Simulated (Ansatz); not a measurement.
Write the native input for Ansatz 0.2.0 that does the following.

```
Task                : single point
Functional          : PBE
Potentials or basis : Ansatz PAW
Cutoff              : 420 eV (not typed: the program's choice for these potentials)
k mesh              : 11 × 11 × 11
Occupations         : fermi-dirac, width 0.05 eV
Spin                : collinear spin, ferromagnetic start
Starting moments    : [4.5, 3.5, 0.0, 0.0] μB
```

The system is VCrC2.

```
CELL_PARAMETERS angstrom
1.46063 0.84330 4.73939
-1.46063 0.84330 4.73939
0.00000 -1.68659 4.73939
ATOMIC_POSITIONS crystal
Cr 0.50000 0.50000 0.50000
V 0.00000 0.00000 0.00000
C 0.24876 0.24876 0.24876
C 0.75124 0.75124 0.75124
```

The cell comes from a database or a generator and needn't be the stable form of this composition.

These files were run (other wordings do the same):

input.yaml

```yaml
crystal:
  lattice:
    - [1.4606320425, 0.8432963029, 4.7393853233]
    - [-1.4606320425, 0.8432963029, 4.7393853233]
    - [0.0, -1.6865926058, 4.7393853233]
  atoms:
    - { symbol: Cr, position: [0.5, 0.5, 0.5], spin: 4.5 }
    - { symbol: V, position: [0.0, 0.0, 0.0], spin: 3.5 }
    - { symbol: C, position: [0.248759, 0.248759, 0.248759] }
    - { symbol: C, position: [0.751241, 0.751241, 0.751241] }
hamiltonian:
  xc: pbe
  pseudopotentials: { kind: paw }
magnetization:
  spin_polarized: true
kpoints:
  mp_grid: { grid: [11, 11, 11] }
scf:
  occupations: { method: fermi_dirac, width: 0.05 }
output:
  forces: true
  stress: true
  eigenvalues: true
  write_density: true
  write_potential: true
  elf: true
  volumetric_format: npy
```

Potentials or basis: Ansatz PAW.

Launch:

```console
$ ansatz run input.yaml --threads 2 --pin off --max-ram 5120MiB --backend cpu --events-out ev --progress --plain --runs-dir out
```

Results of the run:

The pressure is 0.4 GPa and the largest force is 0.020 eV/Å. The band gap on the k mesh is none (metal or under the smearing width). The net moment is 1.09 μB per cell. The absolute moment is 1.42 μB per cell and the site moments are Cr +1.05; V -0.00; C -0.05 μB.

Caveat: the pressure holds a Pulay correction of +0.4 GPa for the finite cutoff; the moment fell far below its start of 4.5 μB, so a state of higher moment may lie lower in energy.

Wall time 22 s on 2 threads of Intel(R) Xeon(R) Processor @ 2.70GHz, on a shared host, peak memory 0.55 GiB.
